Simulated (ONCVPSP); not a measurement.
# O: the cost of one run

Method: ONCVPSP 4.0.1.1 (patched build), PBE, scalar-relativistic.

**1. The design**

The settings as typed:

| Property | Result |
| --- | --- |
| element | oxygen (O, Z = 8) |
| type | optimised norm-conserving Vanderbilt (ONCV) |
| frozen core | [He] |
| valence charge | 6 |
| reference configuration | 2s2 2p2 (charge +2) |
| partial waves | 2s: rc 0.62 bohr, ncon 3, nbas 7, qcut 10.1 1/bohr, 2 projectors, debl 3.8 Ha; 2p: rc 1.18 bohr, ncon 4, nbas 9, qcut 14.1 1/bohr, 2 projectors, debl 0.4 Ha; d scattering state at 0.04 Ha: rc 0.94 bohr, ncon 5, nbas 9, qcut 10.4 1/bohr, 1 projector |
| local potential | polynomial inside 0.42 bohr (lpopt 1, dvloc0 -1 Ha) |
| core correction | Teter function, fcfact 4, rcfact 1.35 |

The outer shells as boxes (Hund's rule for the drawing; the calculation is spin-unpolarised):

```
[He] core
2s [↑↓]
2p [↑ ][↑ ][  ]
```

**2. Generating the potential**

File O.dat:

```
# ATOM AND REFERENCE CONFIGURATION
# atsym  z   nc   nv     iexc    psfile
  O 8.00    1    2        4      upf
#
#   n    l    f
    1    0    2.00
    2    0    2.00
    2    1    2.00
#
# PSEUDOPOTENTIAL AND OPTIMIZATION
# lmax
    2
#
#   l,   rc,      ep,       ncon, nbas, qcut
    0    0.62    0.00    3    7   10.10
    1    1.18    0.00    4    9   14.10
    2    0.94    0.04    5    9   10.40
#
# LOCAL POTENTIAL
# lloc, lpopt,  rc(5),   dvloc0
    4    1    0.42   -1.00
#
# VANDERBILT-KLEINMAN-BYLANDER PROJECTORs
# l, nproj, debl
    0    2    3.80
    1    2    0.40
    2    1    0.90
#
# MODEL CORE CHARGE
# icmod, fcfact, rcfact
    3    4.00    1.35
#
# LOG DERIVATIVE ANALYSIS
# epsh1, epsh2, depsh
   -4.00    5.00    0.02
#
# OUTPUT GRID
# rlmax, drl
    6.00    0.01
#
# TEST CONFIGURATIONS
# ncnf
    4
# nvcnf
#   n    l    f
    2
    2    0    2.00
    2    1    4.00
#
    2
    2    0    2.00
    2    1    3.00
#
    2
    2    0    2.00
    2    1    1.00
#
    2
    2    0    1.00
    2    1    4.00
#
```

On the command line:

```
$ oncvpsp.x < O.dat > O.out
```

**Question.** How long does this run take on 1 thread of Neoverse-V2, shared host?

About 3 s.
